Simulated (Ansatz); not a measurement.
NbMoO4 and its elements, a formation energy from the elements

Program: the Ansatz DFT code, driven from Python.

Notebook, run cell by cell (the value of a cell's last expression is shown):

**Cell 1**
```python
from collections import Counter
import warnings

import ansatz as az
import numpy as np

SETTINGS = {
    "functional": "r2scan",
    "scf_tol": 1e-05,
    "ecut": 620,
    "k_spacing": 0.3,
    "occupations": "fermi_dirac",
    "sigma": 0.02,
}
```

**Cell 2**
```python
PHASES = {
    "NbMoO4": (
        [[3.346471, -3.389706, 0.0], [3.346471, 3.389706, 0.0], [0.0, 0.0, 3.145767]],
        [
            ("Nb", [0.5, 0.5, 0.5]),
            ("Mo", [0.0, 0.0, 0.0]),
            ("O", [0.198409, 0.198409, 0.5]),
            ("O", [0.801591, 0.801591, 0.5]),
            ("O", [0.697639, 0.302361, 0.0]),
            ("O", [0.302361, 0.697639, 0.0]),
        ],
    ),
    "Nb": (
        [[-1.66395, 1.66395, 1.66395], [1.66395, -1.66395, 1.66395], [1.66395, 1.66395, -1.66395]],
        [
            ("Nb", [0.0, 0.0, 0.0]),
        ],
    ),
    "Mo": (
        [[-1.573415, 1.573415, 1.573415], [1.573415, -1.573415, 1.573415], [1.573415, 1.573415, -1.573415]],
        [
            ("Mo", [0.0, 0.0, 0.0]),
        ],
    ),
    "O2": (
        [[9.0, 0.0, 0.0], [0.0, 9.5, 0.0], [0.0, 0.0, 10.0]],
        [
            ("O", [0.5, 0.5, 0.4385]),
            ("O", [0.5, 0.5, 0.5615]),
        ],
    ),
}
MOMENTS = {"Mo": 1.0}  # parallel starting moments in muB
```

**Cell 3**
```python
def build(vectors, sites):
    crystal = az.Crystal(lattice=az.Lattice.of(vectors))
    for symbol, position in sites:
        crystal = crystal.atom(symbol, position)
    return crystal
```

**Cell 4**
```python
POLARISED = {"NbMoO4", "O2"}

GASES = {"O2"}
```

**Cell 5**
```python
def ground_state(name, crystal):
    calc = (
        crystal.calculation()
        .functional(SETTINGS["functional"])
        .scf(tolerance=SETTINGS["scf_tol"])
        .basis(SETTINGS["ecut"])
        .kpoints(spacing=SETTINGS["k_spacing"])
        .occupations(SETTINGS["occupations"], width=SETTINGS["sigma"])
        .stress()
    )
    if name in POLARISED:
        calc = calc.spin("collinear")
    if name in GASES:
        return calc.kpoints(1, 1, 1).relax(force_tolerance=0.02, max_steps=60).run(threads=1, pin="off")
    calc = calc.relax(force_tolerance=0.02, max_steps=60, fix_cell=["shape"])
    return calc.run(threads=1, pin="off")
```

**Cell 6**
```python
def counts(outcome):
    return Counter(site.symbol for site in outcome.lattice.sites)

def formation_energy(outcome, mu):
    n = counts(outcome)
    return (outcome.report["energy_sigma0_ev"] - sum(k * mu[element] for element, k in n.items())) / sum(n.values())
```

**Cell 7**
```python
def volume_per_atom(outcome):
    return abs(np.linalg.det(outcome.lattice.cell_ang)) / len(outcome.lattice.sites)
```

**Cell 8**
```python
warnings.simplefilter("ignore", az.DeckWarning)

phases = {name: build(*cell) for name, cell in PHASES.items()}
for name in ["NbMoO4"]:
    phases[name] = phases[name].moments({e: m for e, m in MOMENTS.items() if e in phases[name].species()})
phases["O2"] = phases["O2"].moments(O=1.0)
```

**Cell 9**
```python
done = {}
for name, crystal in phases.items():
    done[name] = ground_state(name, crystal)
    print(f"{name}: {done[name].report['energy_sigma0_ev']:.4f} eV, {len(done[name].lattice.sites)} atoms")

# energy of one atom in its reference phase
references = {"Nb": "Nb", "Mo": "Mo", "O": "O2"}
mu = {element: done[name].report["energy_sigma0_ev"] / len(done[name].lattice.sites) for element, name in references.items()}
```
Output:
```text
NbMoO4: -11809.6061 eV, 6 atoms
Nb: -4563.6405 eV, 1 atoms
Mo: -4967.5759 eV, 1 atoms
O2: -1131.9732 eV, 2 atoms
```

**Cell 10**
```python
target = done["NbMoO4"]
heat = formation_energy(target, mu)
for element, value in mu.items():
    print(f"mu({element}) = {value:.4f} eV from {references[element]}, {volume_per_atom(done[references[element]]):.2f} A^3/atom")
print(f"formation energy of NbMoO4: {heat:.4f} eV/atom = {96.4853 * heat:.1f} kJ/mol of atoms")
# no correction for the overbinding of the gas molecule is applied
```
Output:
```text
mu(Nb) = -4563.6405 eV from Nb, 18.00 A^3/atom
mu(Mo) = -4967.5759 eV from Mo, 15.60 A^3/atom
mu(O) = -565.9866 eV from O2, 427.50 A^3/atom
formation energy of NbMoO4: -2.4072 eV/atom = -232.3 kJ/mol of atoms
```

The formation energy is -2.407 eV an atom (-232.3 kJ per mole of atoms), so NbMoO4 lies below the reference phases.

Notes:
- These settings explore the input space; cutoff and mesh may be short of convergence.
- Other magnetic orders than the one started from may lie lower.
- For the metals among these phases the mesh is modest: differences between phases can be off by up to 40 meV an atom.
- The program warned that this SCF threshold is loose for forces or stresses.
- Atoms and volume are relaxed with the cell's shape held, which in cells of lower than cubic symmetry can hide stresses and shift volumes.
- r2SCAN tends to overestimate the moments of itinerant magnets.
- The cells come from databases of deposited and of computed structures, and not all need be stable phases.
- The compound is the structure given, not necessarily its lowest; energies are at zero temperature, with no correction for gases. Magnetic phases start from parallel moments and may not end in their lowest magnetic state. A semilocal functional's error on such energies is often 0.05 to 0.1 eV an atom, and 0.1 to 0.3 eV against gases such as O2 or F2.
- The script silences the warnings on its input, which a real study should read.
- Timing: 18 min on 1 thread of AMD EPYC 7R43 64-Core Processor (Zen 3), with other jobs on the host, peak memory 2.5 GiB.
